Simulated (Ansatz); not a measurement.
# Cl₂GeH₄Si (built from SMILES Cl[SiH](Cl)[GeH3]): search for a transition state

Aim: find the saddle point of a extrusion of a silylene or germylene that is to form Ge1–H3 and break Ge1–Si2, Si2–H3, prove it by its vibrations, and relax downhill on both sides to see what it joins.

The runs use Ansatz 0.2.0, Gaussian basis; PBE0-D4, def2-SVP first, then def2-TZVP.

21 further runs of the same task are left out: 21 set aside as unsound or not needed.

## 1. The starting structure

The guess: 8 atoms, charge 0, spin multiplicity 1.

Atoms are counted from 1 here; the program's logs count them from 0.

Bond lengths: Ge1–Si2 2.703 Å, Ge1–H6 1.494 Å, Ge1–H7 1.494 Å, Ge1–H8 1.528 Å, Si2–Cl4 2.069 Å, Si2–Cl5 2.067 Å. Angles: Si2–Ge1–H6 86.0°, Si2–Ge1–H7 84.8°, Si2–Ge1–H8 148.9°, H6–Ge1–H7 116.6°, H6–Ge1–H8 109.7°, H7–Ge1–H8 109.7°, Ge1–Si2–Cl4 117.5°, Ge1–Si2–Cl5 112.3°, Cl4–Si2–Cl5 102.2°.

Geometry (Å):

```xyz
8

Ge    0.0819    0.1388    1.3051
Si   -0.4362    0.4087   -1.3342
H     0.4170   -0.9323   -0.3325
Cl   -1.4630   -1.1252   -2.2685
Cl    1.2899    0.5321   -2.4651
H    -1.3980    0.2045    1.4968
H     0.7963    1.4427    1.1599
H     0.7122   -0.6692    2.4385
```

Distances that are to change: Ge1–H3 1.99 Å, Ge1–Si2 2.70 Å, Si2–H3 1.88 Å.

## 2. Constrained relaxation of the guess

Contents of hold/in.yaml:

```yaml
crystal:
  periodic: [false, false, false]
  atoms:
    - {symbol: Ge, position_ang: [0.081900, 0.138800, 1.305100]}
    - {symbol: Si, position_ang: [-0.436200, 0.408700, -1.334200]}
    - {symbol: H, position_ang: [0.417000, -0.932300, -0.332500]}
    - {symbol: Cl, position_ang: [-1.463000, -1.125200, -2.268500]}
    - {symbol: Cl, position_ang: [1.289900, 0.532100, -2.465100]}
    - {symbol: H, position_ang: [-1.398000, 0.204500, 1.496800]}
    - {symbol: H, position_ang: [0.796300, 1.442700, 1.159900]}
    - {symbol: H, position_ang: [0.712200, -0.669200, 2.438500]}
basis:
  gaussian: {orbitals: def2-SVP}
hamiltonian: {xc: pbe0, dispersion: d4}
relax: {f_tol: 0.08, max_steps: 120, escape_saddle: false, constraints: [{distance: [0, 2]}, {distance: [0, 1]}, {distance: [1, 2]}]}
```

The command line of these runs was not kept.

After this run come: Saddle search in the small basis; Saddle search in triple zeta; Vibrations at the point found; Relaxing after a step of 0.30 Å one way along the mode; Relaxing after a step of 0.30 Å the other way along the mode.

What does the calculation give? Wanted: imaginary mode; barrier from the start side; barrier from the end side; energy of the step; pairs that change; zero-point energy at the saddle.

**Answer**, as computed:

| quantity | value |
| --- | --- |
| imaginary mode | 479i cm⁻¹ |
| barrier from the start side | 232.8 kJ/mol |
| barrier from the end side | 81.1 kJ/mol |
| energy of the step | +151.7 kJ/mol |
| pairs that change | Ge1–H3 formed, Ge1–Si2 broken, Si2–H3 broken |
| zero-point energy at the saddle | 0.915 eV |

What this shows: One imaginary mode, 479i cm⁻¹, makes this a first-order saddle. The two relaxations end on the structures that were planned. At PBE0-D4/def2-TZVP the electronic barrier is 232.8 kJ/mol, about 94 kT at 298 K, and the step runs 151.7 kJ/mol uphill. These are plain relaxations, not an intrinsic reaction coordinate.
